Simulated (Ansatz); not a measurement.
# C2H5BrSi: the cost of one run

All numbers below are computed with Ansatz 0.2.0 (RKS B3LYP-D4/def2-SVP).

## 1. The structure to begin with

Bond lengths: Si1–C2 1.774 Å, C2–C3 1.321 Å, C3–Br4 1.874 Å, Si1–H5 1.477 Å, Si1–H6 1.486 Å, Si1–H7 1.510 Å, C2–H8 1.050 Å, C3–H9 1.071 Å. Angles: Si1–C2–C3 124.3°, Si1–C2–H8 115.0°, C3–C2–H8 120.6°, C2–Si1–H5 112.4°, C2–Si1–H6 113.8°, C2–Si1–H7 110.2°, H5–Si1–H6 108.0°, H5–Si1–H7 105.7°, H6–Si1–H7 106.2°, C2–C3–Br4 125.3°, C2–C3–H9 123.8°, Br4–C3–H9 110.4°.

Coordinates:

```xyz
9

Si   -0.4836    1.2077   -0.0664
C    -0.1542   -0.4766    0.3820
C     0.7354   -1.2465   -0.2180
Br    1.1885   -2.9882    0.3031
H    -0.2894    2.1395    1.0626
H     0.3311    1.6939   -1.2097
H    -1.9271    1.3633   -0.4815
H    -0.7080   -0.8353    1.1990
H     1.3958   -0.9042   -0.9882
```

## 2. Relaxing end A

The input, input.yaml:

```yaml
crystal:
  periodic: [false, false, false]
  atoms:
    - { symbol: Si, position_ang: [-0.4836, 1.2077, -0.0664] }
    - { symbol: C, position_ang: [-0.1542, -0.4766, 0.382] }
    - { symbol: C, position_ang: [0.7354, -1.2465, -0.218] }
    - { symbol: Br, position_ang: [1.1885, -2.9882, 0.3031] }
    - { symbol: H, position_ang: [-0.2894, 2.1395, 1.0626] }
    - { symbol: H, position_ang: [0.3311, 1.6939, -1.2097] }
    - { symbol: H, position_ang: [-1.9271, 1.3633, -0.4815] }
    - { symbol: H, position_ang: [-0.708, -0.8353, 1.199] }
    - { symbol: H, position_ang: [1.3958, -0.9042, -0.9882] }
basis:
  gaussian: { orbitals: def2-SVP }
hamiltonian:
  xc: b3lyp
  dispersion: d4
relax:
  f_tol: 0.015
  max_steps: 40
```

The run is started by

```sh
$ ansatz run input.yaml --threads 2 --pin off --max-ram 3072MiB --backend cpu --events-out ev --progress --plain --runs-dir out
```

Q: Estimate wall time and peak memory on 2 threads of Intel Xeon Platinum 8488C (Sapphire Rapids), shared host.

About 19 s, with a peak of 0.25 GiB.
